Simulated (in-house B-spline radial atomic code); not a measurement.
**Sr⁺: excited configurations**

Wanted: excitation energies of Sr⁺ as differences of total energies (ΔSCF).

Program: in-house B-spline radial atomic code version 1. Level of theory: scalar-relativistic (spin-free one-electron X2C) HSE06, spin-polarised, spherical density, exact exchange averaged over the configuration, Fermi nucleus, basis-set limit. These are calculated values, not measurements, unless marked.

**1. The system**

```
element       : strontium (Z = 38)
charge        : +1
electrons     : 37
configuration : [Kr] 5s1
Hamiltonian   : scalar-relativistic (X2C)
nucleus       : Fermi, rms radius 4.224 fm
```

Outer shells as boxes (Hund's rule):

[Kr] 5s1
```
[Kr] core
5s [↑ ]
```

Where spins are not typed, each open shell is filled with up spins first.

Settings of the run:

```ini
Z = 38
electrons = 37.0
configuration = [Kr] 5s1
hamiltonian = x2c
method = hse06
spin_polarised = True
nucleus = fermi
rms_radius = 4.224
mass_number = 88
atomic_mass = 87.905612253
speed_of_light = 137.035999084
exact_exchange = averaged over the configuration
```

This reference run was done before. Its total energy is -3178.753167 hartree, and its levels are (the highest eight at most):

```tsv
orbital	occupation	energy (eV)	<r> (bohr)
3p down	3	-271.67	0.4976
3d up	5	-140.09	0.4979
3d down	5	-140.07	0.4979
4s up	1	-50.041	1.358
4s down	1	-49.905	1.358
4p up	3	-30.655	1.566
4p down	3	-30.517	1.558
5s up	1	-8.918	3.889
```

**2. Run with [Ar] 3d10 4s1 4p6 5s1 5f1**

Settings of the run:

```ini
Z = 38
electrons = 37.0
configuration = [Ar] 3d10 4s1 4p6 5s1 5f1
hamiltonian = x2c
method = hse06
spin_polarised = True
nucleus = fermi
rms_radius = 4.224
mass_number = 88
atomic_mass = 87.905612253
speed_of_light = 137.035999084
exact_exchange = averaged over the configuration
```

On the command line:

```console
> python run_scf.py task.json out
```

One command runs all members of the session, one after another, from task.json.

**3. [Ar] 3d10 4s1 4p6 4d1 5s1**

Changes to the settings of step 2:

```diff
@@ -2,3 +2,3 @@
 electrons = 37.0
-configuration = [Ar] 3d10 4s1 4p6 5s1 5f1
+configuration = [Ar] 3d10 4s1 4p6 4d1 5s1
 hamiltonian = x2c
```

**4. [Ar] 3d9 4s2 4p6 5s1 6d1**

Changes to the settings of step 3:

```diff
@@ -2,3 +2,3 @@
 electrons = 37.0
-configuration = [Ar] 3d10 4s1 4p6 4d1 5s1
+configuration = [Ar] 3d9 4s2 4p6 5s1 6d1
 hamiltonian = x2c
```

**5. [Ne] 3s2 3p5 3d10 4s2 4p6 5s1 6p1**

Changes to the settings of step 4:

```diff
@@ -2,3 +2,3 @@
 electrons = 37.0
-configuration = [Ar] 3d9 4s2 4p6 5s1 6d1
+configuration = [Ne] 3s2 3p5 3d10 4s2 4p6 5s1 6p1
 hamiltonian = x2c
```

**6. Configuration [Ar] 3d10 4s1 4p6 5s2**

Changes to the settings of step 5:

```diff
@@ -2,3 +2,3 @@
 electrons = 37.0
-configuration = [Ne] 3s2 3p5 3d10 4s2 4p6 5s1 6p1
+configuration = [Ar] 3d10 4s1 4p6 5s2
 hamiltonian = x2c
```

**7. [Ar] 3d10 4s2 4p5 5s1 6s1**

Changes to the settings of step 6:

```diff
@@ -2,3 +2,3 @@
 electrons = 37.0
-configuration = [Ar] 3d10 4s1 4p6 5s2
+configuration = [Ar] 3d10 4s2 4p5 5s1 6s1
 hamiltonian = x2c
```

Before running: How far above the reference does each configuration lie (order and size, in eV)?

**Answer**, as computed:

| net move | configuration | 2|M_S|+1 | energy above the reference (eV) | largest <r> (bohr) |
| --- | --- | --- | --- | --- |
| 4p → 6s | [Ar] 3d10 4s2 4p5 5s1 6s1 | 4 | 29.168 | 7.39 |
| 4s → 4d | [Ar] 3d10 4s1 4p6 4d1 5s1 | 4 | 41.656 | 3.68 |
| 4s → 5s | [Ar] 3d10 4s1 4p6 5s2 | 2 | 42.324 | 3.61 |
| 4s → 5f | [Ar] 3d10 4s1 4p6 5s1 5f1 | 4 | 52.196 | 13.3 |
| 3d → 6d | [Ar] 3d9 4s2 4p6 5s1 6d1 | 4 | 145.97 | 12.0 |
| 3p → 6p | [Ne] 3s2 3p5 3d10 4s2 4p6 5s1 6p1 | 4 | 275.98 | 8.61 |

What this shows: The lowest of them is 4p → 6s at 29.168 eV and the highest 3p → 6p at 275.98 eV. 6 of them lie more than 60 % above minus the reference's highest level (8.918 eV), in the range where a state can decay by emitting an electron. The reference has 2|M_S|+1 = 2; 5 of the configurations differ from it in spin. These are spherical averages at the typed spins, not spectroscopic levels.
